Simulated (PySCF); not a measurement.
**Changing the system itself: GeS**

How does GeS answer to another spin, charge, distance or environment?

Method: method and basis as typed in the scripts; program: PySCF 2.14.0.

1 further run of the same task is left out (it didn't finish).

## Step 1: The starting structure

GeS: 2 atoms, charge 0, spin multiplicity 1.

Bond lengths: Ge1–S2 2.145 Å.

## Step 2: The run that the others are compared with

Input file input.py:

```python
from pyscf import gto, dft

mol = gto.M(
    atom='Ge 0 0 0; S 0 0 2.145',
    basis='6-31g*',
    charge=0,
    spin=0,
    verbose=3,
)
mf = dft.RKS(mol, xc='b3lyp5')
mf.kernel()
g = mf.nuc_grad_method()
g.grid_response = True
g.kernel()
mf.dip_moment()
print('orbital energies (hartree):', mf.mo_energy[..., max(0, mol.nelec[1]-3):mol.nelec[0]+3].round(4))
```

Started as:

```sh
OMP_NUM_THREADS=1 python input.py
```

The log of this run is left out.

It gives: E(SCF) = -2474.795406 Eh, μ = 2.61 D, gradient on the second atom 0.0426 Eh/bohr.

The bond length is a typed value, not an optimised one.

## Step 3: PCM, ε = 4.71

Variant 1 changes solvent: none (gas phase) → PCM, ε = 4.71.

Input file input.py:

```python
from pyscf import gto, dft, solvent

mol = gto.M(
    atom='Ge 0 0 0; S 0 0 2.145',
    basis='6-31g*',
    charge=0,
    spin=0,
    verbose=3,
)
mf = dft.RKS(mol, xc='b3lyp5')
mf = solvent.PCM(mf)
mf.with_solvent.eps = 4.71
mf.kernel()
mf.nuc_grad_method().kernel()
mf.dip_moment()
print('orbital energies (hartree):', mf.mo_energy[..., max(0, mol.nelec[1]-3):mol.nelec[0]+3].round(4))
```

Started as:

```sh
OMP_NUM_THREADS=1 python input.py
```

## Step 4: Electric field 0.01 a.u.

Variant 2 changes electric field: none → 0.01 a.u.; step after the SCF: gradient → analyze.

Input file input.py:

```python
from pyscf import gto, dft

mol = gto.M(
    atom='Ge 0 0 0; S 0 0 2.145',
    basis='6-31g*',
    charge=0,
    spin=0,
    verbose=3,
)
mf = dft.RKS(mol, xc='b3lyp5')
field = 0.01  # electric field along z, atomic units
h = mf.get_hcore() + field*mol.intor('int1e_r')[2]
mf.get_hcore = lambda *args: h
e_nuc = mol.energy_nuc() - field*mol.atom_charges() @ mol.atom_coords()[:, 2]
mf.energy_nuc = lambda *args: e_nuc
mf.kernel()
mf.analyze()
print('orbital energies (hartree):', mf.mo_energy[..., max(0, mol.nelec[1]-3):mol.nelec[0]+3].round(4))
```

## Step 5: Bond 1.716 Å

Variant 3 changes bond length: 2.145 Å → 1.716 Å.

input.py: that of step 2 with these lines changed.

```diff
@@ -3,3 +3,3 @@
 mol = gto.M(
-    atom='Ge 0 0 0; S 0 0 2.145',
+    atom='Ge 0 0 0; S 0 0 1.716',
     basis='6-31g*',
```

## Step 6: Charge +1 (doublet, UKS)

Variant 4 changes charge: 0 → 1; spin (2S): 0 → 1; SCF type: RKS → UKS.

Input file input.py:

```python
from pyscf import gto, dft

mol = gto.M(
    atom='Ge 0 0 0; S 0 0 2.145',
    basis='6-31g*',
    charge=1,
    spin=1,
    verbose=3,
)
mf = dft.UKS(mol, xc='b3lyp5')
mf.kernel()
g = mf.nuc_grad_method()
g.grid_response = True
g.kernel()
mf.dip_moment()
print('orbital energies (hartree):', [e[max(0, n-3):n+3].round(4) for e, n in zip(mf.mo_energy, mol.nelec)])
```

## Step 7: Bond 1.888 Å

Variant 5 changes bond length: 2.145 Å → 1.888 Å.

input.py: that of step 2 with these lines changed.

```diff
@@ -3,3 +3,3 @@
 mol = gto.M(
-    atom='Ge 0 0 0; S 0 0 2.145',
+    atom='Ge 0 0 0; S 0 0 1.888',
     basis='6-31g*',
```

## Step 8: Triplet (UKS)

Variant 6 changes spin (2S): 0 → 2; SCF type: RKS → UKS.

Input file input.py:

```python
from pyscf import gto, dft

mol = gto.M(
    atom='Ge 0 0 0; S 0 0 2.145',
    basis='6-31g*',
    charge=0,
    spin=2,
    verbose=3,
)
mf = dft.UKS(mol, xc='b3lyp5')
mf.kernel()
g = mf.nuc_grad_method()
g.grid_response = True
g.kernel()
mf.dip_moment()
print('orbital energies (hartree):', [e[max(0, n-3):n+3].round(4) for e, n in zip(mf.mo_energy, mol.nelec)])
```

Before running it: what results should come out? Wanted: for each run, E(SCF); from base; gap, α spin; SCF dipole.

As calculated:

| run | E(SCF) (hartree) | from base (eV) | gap, α spin (eV) | SCF dipole (D) |
| --- | --- | --- | --- | --- |
| base | -2474.795406 | 0 | 4.48 | 2.61 |
| PCM, ε = 4.71 | -2474.799115 | -0.1009 | 4.62 | 3.68 |
| electric field 0.01 a.u. | -2474.788820 | +0.1792 | 4.31 | 0.72 |
| bond 1.716 Å | -2474.715835 | +2.1652 | 5.64 | 0.54 |
| charge +1 (doublet, UKS) | -2474.418199 | +10.2643 | 4.73 | n/a |
| bond 1.888 Å | -2474.785830 | +0.2606 | 5.42 | 1.41 |
| triplet (UKS) | -2474.680513 | +3.1264 | 1.45 | 2.02 |

In words: The largest comparable shift of the SCF energy, +3.126 eV, comes with the run “triplet (UKS)”. A continuum solvent with ε = 4.71 lowers the energy by 0.101 eV. At the SCF level, going to the doublet with one electron fewer costs 10.26 eV at fixed geometry, against 7.27 eV for the negative of the highest filled level. The triplet solution found lies 3.13 eV above the base singlet at this geometry and level.
